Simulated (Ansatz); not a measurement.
# H4OSSi2: how energies converge with the basis set

One table from this session's results is given with a row withheld; the runs are named, their logs left out.

The runs use Ansatz 0.2.0, Gaussian basis; one geometry, several basis sets.

The runs, in order: PBE0-D4/def2-SVP; ωB97M-V/def2-SVP; PBE0-D4/def2-QZVPP; ωB97M-V/def2-QZVPP; CCSD(T)/cc-pV(D+d)Z; CCSD(T)/cc-pV(T+d)Z; CCSD(T)/cc-pV(Q+d)Z; the functionals' def2-TZVPP values are taken from earlier runs.

### The geometry

An earlier PBE0-D4 in a triple-zeta def2 set relaxation fixed the geometry.

SMILES `[SiH3]O[Si]S`, 8 atoms, charge 0, spin multiplicity 1.

Atoms are counted from 1 here; the program's logs count them from 0.

Bond lengths: Si1–O2 1.648 Å, Si1–H5 1.483 Å, Si1–H6 1.486 Å, Si1–H7 1.483 Å, O2–Si3 1.649 Å, Si3–S4 2.159 Å, S4–H8 1.345 Å. Angles: O2–Si1–H5 108.6°, O2–Si1–H6 110.3°, O2–Si1–H7 108.6°, H5–Si1–H6 109.8°, H5–Si1–H7 109.9°, H6–Si1–H7 109.8°, Si1–O2–Si3 141.5°, O2–Si3–S4 100.2°, Si3–S4–H8 95.5°.

Set-up of the first run:

in.yaml reads:

```yaml
crystal:
  periodic: [false, false, false]
  atoms:
    - {symbol: Si, position_ang: [-0.061780, 1.375722, -0.389273]}
    - {symbol: O, position_ang: [0.042800, -0.171478, 0.169366]}
    - {symbol: Si, position_ang: [0.271172, -1.029776, 1.558152]}
    - {symbol: S, position_ang: [0.163718, -3.042478, 0.783724]}
    - {symbol: H, position_ang: [-1.394942, 1.564321, -1.010297]}
    - {symbol: H, position_ang: [0.112735, 2.339403, 0.728330]}
    - {symbol: H, position_ang: [1.001003, 1.584650, -1.401717]}
    - {symbol: H, position_ang: [-0.042706, -2.677465, -0.494085]}
basis:
  gaussian: {orbitals: def2-SVP}
hamiltonian: {xc: pbe0, dispersion: d4}
output: {orbitals: {seedname: orbitals}}
```

Command:

```bash
ansatz run in.yaml --threads 2 --pin off --events-out ev --progress --plain --max-ram 22528MiB --backend cpu
```

Steps of the session up to this table: PBE0-D4 in def2-SVP; ωB97M-V in def2-SVP; PBE0-D4 in def2-QZVPP; ωB97M-V in def2-QZVPP.

One of the session's tables, all rows but one given; the rest of the session is left out.

| functional | basis | HOMO (eV) | LUMO (eV) |
| --- | --- | --- | --- |
| PBE0-D4 | def2-SVP | -6.82 | -1.72 |
| PBE0-D4 | def2-TZVPP | ? | ? |
| PBE0-D4 | def2-QZVPP | -6.92 | -1.90 |
| ωB97M-V | def2-SVP | -8.85 | 0.34 |
| ωB97M-V | def2-TZVPP | -8.95 | 0.13 |
| ωB97M-V | def2-QZVPP | -8.99 | 0.01 |

Q: Estimate the row for PBE0-D4, def2-TZVPP from the others.

**Answer.** HOMO (eV): -6.88; LUMO (eV): -1.85. In the column «HOMO (eV)» it lies between PBE0-D4, def2-QZVPP (-6.92) and PBE0-D4, def2-SVP (-6.82).
